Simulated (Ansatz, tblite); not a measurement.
# The cluster Be₆+: rung by rung

An exercise on one series of results from a longer session: the logs are not shown, and one member is left open.

Program: Ansatz 0.2.0, Gaussian basis. Level of theory: as each input shows. These are calculated values, not measurements.

The runs, in order: GFN1-xTB, GFN2-xTB, PBE/def2-TZVP, r2SCAN/def2-TZVP, LDA/def2-TZVP, LC-ωPBE/def2-TZVP, CAM-B3LYP/def2-TZVP, ωB97M-V/def2-TZVP, B3LYP/def2-TZVP, revPBE/def2-TZVP, BHLYP/def2-TZVP, PBE/def2-SVP, PBE0/def2-SVP, HF/STO-3G, HF/6-31G, B3LYP/6-31G, CCSD(T)/def2-TZVPP, MP2/def2-TZVP, RPA/def2-TZVP.

2 further runs of the same task are left out: 2 set aside as unsound or not needed.

## The relaxed structure

The geometry is that of the doublet, from an earlier relaxation (PBE0/def2-TZVP). At that level it is the lowest of the isomers that a small search found.

6 atoms, charge 1, spin multiplicity 2.

Bond lengths: Be1–Be4 2.144 Å, Be1–Be5 2.046 Å, Be2–Be3 2.015 Å, Be2–Be4 2.222 Å, Be2–Be5 2.174 Å, Be2–Be6 1.974 Å, Be3–Be4 2.166 Å, Be3–Be6 2.016 Å, Be4–Be5 2.091 Å, Be4–Be6 2.221 Å, Be5–Be6 2.175 Å. Angles: Be4–Be1–Be5 59.8°, Be3–Be2–Be4 61.3°, Be3–Be2–Be5 108.9°, Be3–Be2–Be6 60.7°, Be4–Be2–Be5 56.8°, Be4–Be2–Be6 63.6°, Be5–Be2–Be6 63.0°, Be2–Be3–Be4 64.1°, Be2–Be3–Be6 58.6°, Be4–Be3–Be6 64.0°, Be1–Be4–Be2 111.9°, Be1–Be4–Be3 164.2°, Be1–Be4–Be5 57.8°, Be1–Be4–Be6 111.5°, Be2–Be4–Be3 54.6°, Be2–Be4–Be5 60.4°, Be2–Be4–Be6 52.7°, Be3–Be4–Be5 106.4° and more.

The ion is computed in the gas phase, without counter-ions or solvent.

PBE0/def2-TZVP was run before; its log isn't repeated, and its numbers join the tables.

The first run:

Tight binding, by tblite at 300 K electronic temperature and without a spin-polarisation term:

```python
tblite.interface.Calculator('GFN1-xTB', numbers, positions, charge=1, uhf=1).singlepoint()
```

Tight binding, by tblite at 300 K electronic temperature and without a spin-polarisation term:

```python
tblite.interface.Calculator('GFN2-xTB', numbers, positions, charge=1, uhf=1).singlepoint()
```

start.molden holds the orbitals of an earlier run on this state, given as this run's starting guess.

File in.yaml:

```yaml
crystal:
  periodic: [false, false, false]
  atoms:
    - {symbol: Be, position_ang: [-1.713631, -1.246917, -1.200890]}
    - {symbol: Be, position_ang: [0.086001, 0.547967, 1.374795]}
    - {symbol: Be, position_ang: [1.896467, -0.093266, 0.765438]}
    - {symbol: Be, position_ang: [0.193543, -0.944094, -0.268800]}
    - {symbol: Be, position_ang: [-1.270247, 0.547659, -0.323764]}
    - {symbol: Be, position_ang: [0.807876, 1.188661, -0.346779]}
basis:
  gaussian: {orbitals: def2-TZVP, initial_orbitals: start.molden}
total_charge: 1
magnetization: {spin_polarized: true, initial_magnetization: 1}
hamiltonian: {xc: pbe}
scf: {omitted_lower_state_checks: [starts]}
output: {forces: true, orbitals: {seedname: orbitals}}
```

Launch:

```
ansatz run in.yaml --threads 4 --pin off --events-out ev --progress --plain --max-ram 3916MiB
```

Steps of the session up to this table: PBE/def2-TZVP; r2SCAN/def2-TZVP; LDA/def2-TZVP; LC-ωPBE/def2-TZVP; CAM-B3LYP/def2-TZVP; ωB97M-V/def2-TZVP; B3LYP/def2-TZVP; revPBE/def2-TZVP; BHLYP/def2-TZVP; PBE/def2-SVP; PBE0/def2-SVP; HF/STO-3G; HF/6-31G; B3LYP/6-31G; CCSD(T)/def2-TZVPP; MP2/def2-TZVP; RPA/def2-TZVP.

One of the session's tables, all rows but one given; the rest of the session is left out.

It belongs to the step «Levels side by side». 

| level | HOMO (eV) | LUMO (eV) | gap (eV) |
| --- | --- | --- | --- |
| HF/STO-3G | -10.70 | -2.77 | 7.93 |
| HF/6-31G | -11.53 | -4.30 | 7.23 |
| LDA/def2-TZVP | -9.04 | -8.56 | 0.47 |
| PBE/def2-SVP | -9.09 | -8.45 | 0.64 |
| PBE/def2-TZVP | -9.08 | -8.42 | 0.66 |
| revPBE/def2-TZVP | -9.06 | -8.35 | 0.71 |
| r2SCAN/def2-TZVP | -9.25 | -8.19 | 1.06 |
| B3LYP/6-31G | -9.57 | -7.63 | 1.95 |
| B3LYP/def2-TZVP | -9.63 | -7.71 | 1.93 |
| PBE0/def2-SVP | -9.89 | -7.62 | 2.27 |
| PBE0/def2-TZVP | -9.87 | -7.58 | 2.29 |
| BHLYP/def2-TZVP | -10.48 | -6.61 | 3.87 |
| CAM-B3LYP/def2-TZVP | -10.89 | -6.47 | 4.42 |
| LC-ωPBE/def2-TZVP | -12.09 | -5.47 | 6.62 |
| ωB97M-V/def2-TZVP | ? | ? | ? |

Q: Estimate the row for ωB97M-V/def2-TZVP from the others.

The run gave: HOMO (eV): -11.27; LUMO (eV): -5.81; gap (eV): 5.46. In the column «HOMO (eV)» it lies between HF/6-31G (-11.53) and CAM-B3LYP/def2-TZVP (-10.89).

To keep in mind: Doubts: large T1 diagnostic, spin contamination. Notes on CCSD(T)/def2-TZVPP: large T1 diagnostic, spin contamination.
